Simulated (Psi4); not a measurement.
# GeF2 (SMILES [F][Ge][F]): HF/STO-3G

What is the vertical singlet–triplet gap of GeF2 at HF/STO-3G? 

The results are computed with Psi4 1.11.

## 1. The structure to begin with

GeF2 has 3 atoms, charge 0, and is taken as a singlet. As SMILES, `[F][Ge][F]`. The coordinates come from a PBE0-D4/def2-TZVP relaxation.

Bond lengths: F1–Ge2 1.745 Å, Ge2–F3 1.745 Å. Angles: F1–Ge2–F3 97.2°.

## 2. Energy and forces at HF/STO-3G

The input, f2ge.xyz:

```xyz
3
F2Ge
F     -0.675900    -1.101800    -0.497500
Ge     0.637500    -0.295200     0.320200
F      0.027600     1.332100     0.164100
```

The input, f2ge.py:

```python
import psi4

psi4.set_memory(1600000000)
psi4.set_num_threads(1)
psi4.set_output_file('run.log', False)

with open('f2ge.xyz') as f:
    atoms = ''.join(f.readlines()[2:])
molecule = psi4.geometry('0 1\n' + atoms + 'symmetry c1\nno_reorient\nno_com')

psi4.set_options({
    'basis': 'STO-3G',
    'puream': True,
    'e_convergence': 1e-09,
    'd_convergence': 1e-08,
    'scf_type': 'pk',
})

energy_value, wavefunction = psi4.gradient('scf', molecule=molecule, return_wfn=True)
print('gradient / Eh bohr^-1')
print(energy_value.np.round(6))
print(f'energy = {wavefunction.energy():.10f} Eh')
```

Run with:

```console
$ python f2ge.py
```

run.log:

```text
[...]
  Running in c1 symmetry.
[...]
  Nuclear repulsion =  191.062717603408316
[...]
  Multiplicity = 1
[...]
  Nalpha       = 25
  Nbeta        = 25
[...]
    Number of basis functions: 28
[...]
   @RHF iter   1: -2247.68147703027807   -3.46918e+00   1.85088e-02 DIIS/ADIIS
[...]
   @RHF iter  11: -2247.81961371867055    1.81899e-12   4.55196e-09 DIIS
[...]
    Orbital Energies [Eh]
    ---------------------
    Doubly Occupied:
       1A   -400.519711     2A    -50.366281     3A    -45.430192
       4A    -45.428887     5A    -45.428165     6A    -25.810066
       7A    -25.809843     8A     -6.470798     9A     -4.513339
      10A     -4.509221    11A     -4.505116    12A     -1.419690
      13A     -1.400418    14A     -0.650632    15A     -0.650388
      16A     -0.645692    17A     -0.642242    18A     -0.641806
      19A     -0.568847    20A     -0.455671    21A     -0.445249
      22A     -0.440273    23A     -0.396918    24A     -0.389483
      25A     -0.259711
[...]
  @RHF Final Energy: -2247.81961371867055
   => Energetics <=
    Nuclear Repulsion Energy =            191.0627176034083163
    One-Electron Energy =               -3542.1673845846430595
    Two-Electron Energy =                1103.2850532625641335
    Total Energy =                      -2247.8196137186705528
[...]
 Multipole Moments:
 ------------------------------------------------------------------------------------
     Multipole            Electronic (a.u.)      Nuclear  (a.u.)        Total (a.u.)
 ------------------------------------------------------------------------------------
 L = 1.  Multiply by 2.5417464519 to convert [e a0] to [Debye]
 Dipole X            :        -27.2211968           27.5244279            0.3032311
 Dipole Y            :         13.8048239          -13.9342735           -0.1294497
 Dipole Z            :        -13.5390527           13.6925776            0.1535248
 Magnitude           :                                                    0.3636979
[...]
  -Total Gradient:
     Atom            X                  Y                   Z
    ------   -----------------  -----------------  -----------------
       1       -0.035866807157    -0.035700157622    -0.023857387928
       2        0.045492392289    -0.019427133796     0.023031922621
       3       -0.009625585070     0.055127291428     0.000825465275
[...]
```

On the terminal:

```text
gradient / Eh bohr^-1
[[-0.035867 -0.0357   -0.023857]
 [ 0.045492 -0.019427  0.023032]
 [-0.009626  0.055127  0.000825]]
energy = -2247.8196137187 Eh
```

Run time: 2.5 s. Hardware: 1 thread of Intel Xeon Platinum 8259CL at 2.50GHz (Skylake/Cascade Lake), shared host; peak memory 0.19 GiB.

## 3. The triplet at the same level

The input, job.dat:

```
memory 1600 mb

molecule system {
  0 3
  F
  Ge 1 R2
  F 2 R3 1 A3

  R2 = 1.74478
  R3 = 1.744835
  A3 = 97.24431
  symmetry c1
  no_reorient
  no_com
}

set {
  reference     uhf
  puream        true
  e_convergence 1e-09
  d_convergence 1e-08
  scf_type      pk
  maxiter       200
}

gradient('hf/STO-3G')
```

Run with:

```console
$ psi4 job.dat job.out -n 1
```

job.out:

```text
[...]
  Running in c1 symmetry.
[...]
  Nuclear repulsion =  191.062725833726859
[...]
  Multiplicity = 3
[...]
  Nalpha       = 26
  Nbeta        = 24
[...]
    Number of basis functions: 28
[...]
   @UHF iter   1: -2247.49440201044035   -3.28210e+00   2.08229e-02 ADIIS/DIIS
[...]
   @UHF iter  15: -2247.73292643438344   -1.81899e-12   2.21032e-09 DIIS
[...]
   @S^2 Observed:                2.017149110E+00
[...]
    Orbital Energies [Eh]
    ---------------------
    Alpha Occupied:
       1A   -400.492411     2A    -50.340363     3A    -45.405851
       4A    -45.403713     5A    -45.402119     6A    -25.844806
       7A    -25.844574     8A     -6.452146     9A     -4.496542
      10A     -4.493923    11A     -4.488989    12A     -1.441604
      13A     -1.425026    14A     -0.630344    15A     -0.628799
      16A     -0.627844    17A     -0.625854    18A     -0.624336
      19A     -0.608176    20A     -0.489204    21A     -0.488016
      22A     -0.470435    23A     -0.448114    24A     -0.403595
      25A     -0.347510    26A     -0.167015
    Alpha Virtual:
[...]
  @UHF Final Energy: -2247.73292643438344
   => Energetics <=
    Nuclear Repulsion Energy =            191.0627258337268586
    One-Electron Energy =               -3542.5236689224975635
    Two-Electron Energy =                1103.7280166543876021
    Total Energy =                      -2247.7329264343834438
  UHF NO Occupations:
  HONO-2 :   24  A 1.9948682
  HONO-1 :   25  A 1.0000000
[...]
 Multipole Moments:
 ------------------------------------------------------------------------------------
     Multipole            Electronic (a.u.)      Nuclear  (a.u.)        Total (a.u.)
 ------------------------------------------------------------------------------------
 L = 1.  Multiply by 2.5417464519 to convert [e a0] to [Debye]
 Dipole X            :         -2.3627348            1.6758812           -0.6868535
 Dipole Y            :         -2.0813281            1.4762835           -0.6050446
 Dipole Z            :         -0.0000000            0.0000000           -0.0000000
 Magnitude           :                                                    0.9153397
[...]
  -Total Gradient:
     Atom            X                  Y                   Z
    ------   -----------------  -----------------  -----------------
       1        0.011890517915     0.020002759390    -0.000000000000
       2       -0.033250754354    -0.029273372664    -0.000000000000
       3        0.021360236439     0.009270613195     0.000000000000
[...]
```

Wall time 2.8 s (1 thread of Intel Xeon Platinum 8259CL at 2.50GHz (Skylake/Cascade Lake), shared host); peak memory 0.2 GiB.

## 4. Summary of results

At HF/STO-3G:

```
                                        quantity           value
                           singlet: total energy  -2247.81961 Eh
                          singlet: dipole moment          0.92 D
                            singlet: HOMO energy        -7.07 eV
                            singlet: LUMO energy         5.12 eV
                          singlet: HOMO–LUMO gap        12.19 eV
               singlet: largest force on an atom      2.878 eV/Å
                           triplet: total energy  -2247.73293 Eh
                          triplet: dipole moment          2.33 D
     triplet: HOMO energy (highest over α and β)        -4.54 eV
      triplet: LUMO energy (lowest over α and β)         2.92 eV
                                   triplet: ⟨S²⟩           2.017
               triplet: largest force on an atom      2.278 eV/Å
vertical energy of the triplet above the singlet        2.359 eV
```

In words: At this shape the triplet lies 2.36 eV (228 kJ/mol) above the singlet. The largest force (singlet) is 2.88 eV/Å: the shape isn't a stationary point for this species at this level. In a minimal basis such a difference can be off by several eV, whatever the method.
